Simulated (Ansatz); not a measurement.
**H11NSi4: molecular dynamics**

Aim: follow the molecule's vibrations and see whether its bonds hold. The start is relaxed first. Runs: 500 steps of 0.5 fs at constant energy, with velocities drawn for 400 K. SMILES of the start: N[Si]([SiH3])([SiH3])[SiH3].

All numbers below are computed with Ansatz 0.2.0 (RKS BLYP/STO-3G).

### Step 1. Starting point

Bond lengths (14 of 15 bonds, heavy atoms first): Si1–N2 1.820 Å, Si1–Si5 2.220 Å, Si1–Si9 2.218 Å, Si1–Si13 2.218 Å, N2–H3 1.060 Å, N2–H4 1.060 Å, Si5–H6 1.460 Å, Si5–H7 1.460 Å, Si5–H8 1.460 Å, Si9–H10 1.460 Å, Si9–H11 1.460 Å, Si9–H12 1.460 Å, Si13–H14 1.460 Å, Si13–H15 1.460 Å. Angles (14 of 27 angles, heavy atoms first): N2–Si1–Si5 109.5°, N2–Si1–Si9 109.5°, N2–Si1–Si13 109.5°, Si5–Si1–Si9 109.5°, Si5–Si1–Si13 109.5°, Si9–Si1–Si13 109.5°, Si1–N2–H3 120.0°, Si1–N2–H4 120.0°, Si1–Si5–H6 109.5°, Si1–Si5–H7 109.5°, Si1–Si5–H8 109.5°, Si1–Si9–H10 109.5°, Si1–Si9–H11 109.5°, Si1–Si9–H12 109.5°.

As a file:

```xyz
16

Si    0.0000    0.0000    0.0000
N     0.0000    0.0000    1.8200
H    -0.8770   -0.2713    2.3500
H     0.8770    0.2713    2.3500
Si    2.0935    0.0000   -0.7393
H     2.5508   -1.3762   -0.9079
H     2.1573    0.6939   -2.0222
H     2.9510    0.6823    0.2255
Si   -1.0456    1.8115   -0.7393
H    -2.4302    1.4780   -1.0607
H    -1.0215    2.8436    0.2931
H    -0.3743    2.3069   -1.9374
Si   -1.0456   -1.8115   -0.7393
H    -1.7029   -2.4846    0.3772
H    -2.0454   -1.4265   -1.7311
H    -0.0777   -2.7173   -1.3511
```

### Step 2. Relaxing the start

Contents of input.yaml:

```yaml
crystal:
  periodic: [false, false, false]
  atoms:
    - { symbol: Si, position_ang: [0.0, 0.0, 0.0] }
    - { symbol: "N", position_ang: [0.0, 0.0, 1.82] }
    - { symbol: H, position_ang: [-0.877, -0.2713, 2.35] }
    - { symbol: H, position_ang: [0.877, 0.2713, 2.35] }
    - { symbol: Si, position_ang: [2.0935, 0.0, -0.7393] }
    - { symbol: H, position_ang: [2.5508, -1.3762, -0.9079] }
    - { symbol: H, position_ang: [2.1573, 0.6939, -2.0222] }
    - { symbol: H, position_ang: [2.951, 0.6823, 0.2255] }
    - { symbol: Si, position_ang: [-1.0456, 1.8115, -0.7393] }
    - { symbol: H, position_ang: [-2.4302, 1.478, -1.0607] }
    - { symbol: H, position_ang: [-1.0215, 2.8436, 0.2931] }
    - { symbol: H, position_ang: [-0.3743, 2.3069, -1.9374] }
    - { symbol: Si, position_ang: [-1.0456, -1.8115, -0.7393] }
    - { symbol: H, position_ang: [-1.7029, -2.4846, 0.3772] }
    - { symbol: H, position_ang: [-2.0454, -1.4265, -1.7311] }
    - { symbol: H, position_ang: [-0.0777, -2.7173, -1.3511] }
basis:
  gaussian: { orbitals: STO-3G }
hamiltonian:
  xc: blyp
relax:
  f_tol: 0.02
  max_steps: 40
```

Command:

```console
$ ansatz run input.yaml --threads 1 --pin off --max-ram 2048MiB --backend cpu --events-out ev --progress --plain --runs-dir out
```

After this run come: Dynamics.

Q: Predict the outcome of this session. Wanted: relaxation of the start; temperature, first and last step; temperature, second half; potential energy, second half; largest change of the total energy; bonds formed or broken.

**Answer**, as computed:

```
                          quantity                          value
           relaxation of the start       21 moves, 0.603 eV lower
                            length            500 steps of 0.5 fs
  temperature, first and last step                  400 and 281 K
          temperature, second half  mean 192 K, from 108 to 281 K
     potential energy, second half    +24 meV/atom from the start
largest change of the total energy                  0.25 meV/atom
            bonds formed or broken                              0
```

The temperature starts at 400 K and averages 192 K in the second half, where it ranges from 108 to 281 K; a mean near half the start is what vibrations about a minimum give, since they share energy equally between motion and strain. The total energy strays from its start by at most 0.25 meV/atom, 1.1 % of the mean kinetic energy, which is good for a step of 0.5 fs. The bonds all hold. A run of 250 fs with 16 atoms shows the motion but fixes no equilibrium value. The nuclei move classically, without zero-point motion, which matters most for hydrogen. In so small a basis the energies are only a sketch.
